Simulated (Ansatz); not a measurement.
# InGa3AsP: the cost of one run

Method: DFT PBE, scalar-relativistic, plane waves, PAW, in Ansatz 0.2.0.

### Step 1. The structure to begin with

Symmetry: P-6m2, No. 187, hexagonal system. Conventional cell: a = 5.850 Å, b = 5.850 Å, c = 4.388 Å, α = 90.00°, β = 90.00°, γ = 120.00°. In (site symmetry -6m2) has 6 Ga at 2.77 Å and 3 As at 3.38 Å and 3 P at 3.38 Å in its first shell of neighbours. Ga (site symmetry mm2) has 2 P at 2.77 Å and 2 In at 2.77 Å and 4 Ga at 2.92 to 2.93 Å and 4 As at 3.66 Å in its first shell of neighbours. P (site symmetry -6m2) is surrounded by 6 Ga at 2.77 Å. As (site symmetry -6m2) is surrounded by 3 In at 3.38 Å and 3 P at 3.38 Å and 12 Ga at 3.66 Å.

Structure file:

```cif
data_structure
_symmetry_space_group_name_H-M 'P 1'
_symmetry_Int_Tables_number 1
_cell_length_a 5.8496
_cell_length_b 5.8496
_cell_length_c 4.3879
_cell_angle_alpha 90.000
_cell_angle_beta 90.000
_cell_angle_gamma 120.000
_cell_volume 130.03
loop_
_atom_site_label
_atom_site_type_symbol
_atom_site_fract_x
_atom_site_fract_y
_atom_site_fract_z
_atom_site_occupancy
In1 In 0.33333 0.66667 0.00000 1
Ga1 Ga 0.50051 0.00102 0.50000 1
Ga2 Ga 0.99898 0.49949 0.50000 1
Ga3 Ga 0.50051 0.49949 0.50000 1
P1 P 0.66667 0.33333 0.00000 1
As1 As 0.00000 0.00000 0.00000 1
```

Recipe of the guess: species swapped into a database cell of LaMnAlNi3 (P-6m2, No. 187), with As on the La sites, P on the Mn sites, In on the Al sites and Ga on the Ni sites. Its size is a rough estimate.

### Step 2. The guess as it stands, on a coarse mesh

Contents of input.yaml:

```yaml
crystal:
  lattice:
    - [5.84962653, 0.0, 0.0]
    - [-2.92481326, 5.06592518, 0.0]
    - [0.0, 0.0, 4.38786512]
  atoms:
    - { symbol: In, position: [0.33333333, 0.66666667, 0.0] }
    - { symbol: Ga, position: [0.500508, 0.001016, 0.5] }
    - { symbol: Ga, position: [0.998984, 0.499492, 0.5] }
    - { symbol: Ga, position: [0.500508, 0.499492, 0.5] }
    - { symbol: P, position: [0.66666667, 0.33333333, 0.0] }
    - { symbol: As, position: [0.0, 0.0, 0.0] }
basis:
  ecutwfc: 420
kpoints:
  mp_grid: { grid: [3, 3, 4] }
hamiltonian:
  xc: pbe
scf:
  occupations: { method: gaussian, width: 0.1 }
  lower_state_search: "off"
output:
  forces: true
  stress: true
  eigenvalues: true
```

On the command line:

```bash
> ansatz run input.yaml --threads 1 --pin off --max-ram 2560MiB --backend cpu --events-out ev --progress --plain --runs-dir out
```

Q: Estimate wall time and peak memory on 1 thread of Intel Xeon at 2.50GHz (Skylake/Cascade Lake), shared host.

About 12 s, with a peak of 0.41 GiB.
